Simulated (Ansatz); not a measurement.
# CH3AlFNS: small, medium and large basis sets

The task here is to estimate one member of a computed series from the others.

The runs use Ansatz 0.2.0, Gaussian basis; one geometry, several basis sets.

Levels to be run: PBE0-D4/def2-SVP; ωB97M-V/def2-SVP; PBE0-D4/def2-QZVPP; ωB97M-V/def2-QZVPP; the functionals' def2-TZVPP values are taken from earlier runs.

## The geometry

The geometry comes from an earlier relaxation with PBE0-D4 in a triple-zeta def2 set; it is a stationary point, not always the lowest conformer.

SMILES `F[CH]1[NH][Al]1[SH]`, 8 atoms, charge 0, spin multiplicity 1.

Atoms are counted from 1 here; the program's logs count them from 0.

Bond lengths: F1–C2 1.395 Å, C2–N3 1.448 Å, C2–Al4 1.922 Å, C2–H6 1.092 Å, N3–Al4 1.734 Å, N3–H7 1.009 Å, Al4–S5 2.165 Å, S5–H8 1.346 Å. Angles: F1–C2–N3 113.6°, F1–C2–Al4 121.1°, F1–C2–H6 105.8°, N3–C2–Al4 60.0°, N3–C2–H6 116.9°, Al4–C2–H6 130.1°, C2–N3–Al4 73.7°, C2–N3–H7 121.0°, Al4–N3–H7 165.2°, C2–Al4–N3 46.3°, C2–Al4–S5 170.1°, N3–Al4–S5 143.4°, Al4–S5–H8 91.9°.

The first run:

File in.yaml:

```yaml
crystal:
  periodic: [false, false, false]
  atoms:
    - {symbol: F, position_ang: [0.023133, 1.401600, 1.720484]}
    - {symbol: C, position_ang: [0.355955, 1.039304, 0.415300]}
    - {symbol: N, position_ang: [1.177344, -0.150596, 0.335449]}
    - {symbol: Al, position_ang: [-0.347244, -0.562243, -0.380139]}
    - {symbol: S, position_ang: [-1.466365, -2.187218, -1.270618]}
    - {symbol: H, position_ang: [0.750270, 1.943163, -0.053044]}
    - {symbol: H, position_ang: [2.130766, -0.146440, 0.665275]}
    - {symbol: H, position_ang: [-2.531758, -1.394770, -1.488606]}
basis:
  gaussian: {orbitals: def2-SVP}
hamiltonian: {xc: pbe0, dispersion: d4}
output: {orbitals: {seedname: orbitals}}
```

On the command line:

```
$ ansatz run in.yaml --threads 2 --pin off --events-out ev --progress --plain --max-ram 4352MiB
```

Among the steps run: PBE0-D4 in def2-SVP; ωB97M-V in def2-SVP; PBE0-D4 in def2-QZVPP; ωB97M-V in def2-QZVPP.

One of the session's tables, all rows but one given; the rest of the session is left out.

| functional | basis | HOMO (eV) |
| --- | --- | --- |
| PBE0-D4 | def2-SVP | ? |
| PBE0-D4 | def2-TZVPP | -6.83 |
| PBE0-D4 | def2-QZVPP | -6.87 |
| ωB97M-V | def2-SVP | -8.88 |
| ωB97M-V | def2-TZVPP | -9.01 |
| ωB97M-V | def2-QZVPP | -9.06 |

**Question.** Estimate the row for PBE0-D4, def2-SVP.

The run gave: HOMO (eV): -6.73. In the column «HOMO (eV)» it is the highest.
